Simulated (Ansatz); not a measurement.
**CAlF2N: a rigid scan of the angle F5–Al3–F4**

One table from this session's results is given with a row withheld; the runs are named, their logs left out.

Program: Ansatz 0.2.0, Gaussian basis. Level of theory: single points in def2-TZVPP. These are calculated values, not measurements.

Levels: PBE-D4, r2SCAN-D4, PBE0-D4, B3LYP-D4, wB97M-V, Hartree-Fock, MP2, CCSD, CCSD(T). The scan takes 103.5, 108.0, 112.5, 117.0, 121.5, 126.0, 130.5, 135.0, 139.5°.

Cores are frozen in the correlated methods. B3LYP uses VWN-RPA correlation.

19 further runs of the same task are left out: 19 set aside as unsound or not needed.

### Where the work starts

The minimum, relaxed at PBE0-D4: SMILES `N#[C][Al]([F])[F]`, 5 atoms, charge 0, spin multiplicity 1.

Atoms are counted from 1 here; the program's logs count them from 0.

Bond lengths: N1–C2 1.152 Å, C2–Al3 1.905 Å, Al3–F4 1.627 Å, Al3–F5 1.627 Å. Angles: N1–C2–Al3 180.0°, C2–Al3–F4 119.3°, C2–Al3–F5 119.3°, F4–Al3–F5 121.5°.

As a file:

```mol
CAlF2N
  3D, bonds by distance, orders not assigned

  5  4  0  0  0  0  0  0  0  0999 V2000
    1.5285   -1.2486    1.3518 N   0  0
    0.7941   -0.6519    0.6941 C   0  0
   -0.4197    0.3344   -0.3931 Al  0  0
   -1.7034   -0.4252   -1.0425 F   0  0
   -0.1496    1.9177   -0.6518 F   0  0
  1  2  8  0
  2  3  8  0
  3  4  8  0
  3  5  8  0
M  END
```

Energies of the minimum (eV), from earlier single points: PBE-D4 -14553.39721, r2SCAN-D4 -14560.89772, PBE0-D4 -14553.86847, B3LYP-D4 -14565.99983, wB97M-V -14563.09426, CCSD(T) -14540.48014.

At the minimum the angle F5–Al3–F4 is 121.5°.

The first run:

ccsdt-tzvpp/in.yaml

```yaml
crystal:
  periodic: [false, false, false]
  atoms:
    - {symbol: N, position_ang: [1.528495, -1.248620, 1.351812]}
    - {symbol: C, position_ang: [0.794109, -0.651908, 0.694086]}
    - {symbol: Al, position_ang: [-0.419721, 0.334391, -0.393136]}
    - {symbol: F, position_ang: [-1.703444, -0.425245, -1.042488]}
    - {symbol: F, position_ang: [-0.576030, 1.864647, -0.922789]}
basis:
  gaussian: {orbitals: def2-TZVPP}
correlation: {method: ccsd_t}
```

The command line of these runs was not kept.

Steps of the session up to this table: F5–Al3–F4 = 103.5°; F5–Al3–F4 = 108.0°; F5–Al3–F4 = 112.5°; F5–Al3–F4 = 117.0°; F5–Al3–F4 = 121.5°; F5–Al3–F4 = 126.0°; F5–Al3–F4 = 130.5°; F5–Al3–F4 = 135.0°; F5–Al3–F4 = 139.5°.

One table of the session follows, with a row left open; its other results are not shown here.

Energies less that of the minimum at the same level (meV):

| angle (°) | PBE-D4 | PBE0-D4 | B3LYP-D4 | wB97M-V | Hartree-Fock |
| --- | --- | --- | --- | --- | --- |
| 103.5 | 231 | 234 | 236 | 236 | 249 |
| 108.0 | 127 | 129 | 129 | 130 | 135 |
| 112.5 | 56 | 56 | 56 | 57 | 57 |
| 117.0 | ? | ? | ? | ? | ? |
| 121.5 (minimum) | 0 | 0 | 0 | 0 | 0 |
| 121.5 | 0 | 0 | 0 | 0 | 0 |
| 126.0 | 13 | 14 | 15 | 14 | 19 |
| 130.5 | 53 | 56 | 59 | 56 | 69 |
| 135.0 | 121 | 127 | 131 | 125 | 151 |
| 139.5 | 217 | 227 | 233 | 225 | 266 |

Q: Estimate the row for angle (°) = 117.0 from the others.

**Answer.** PBE-D4: 14; PBE0-D4: 13; B3LYP-D4: 13; wB97M-V: 14; Hartree-Fock: 12.

Limits of these values: A polynomial through the near points puts the CCSD(T) minimum 0.2° below the PBE0-D4 value.
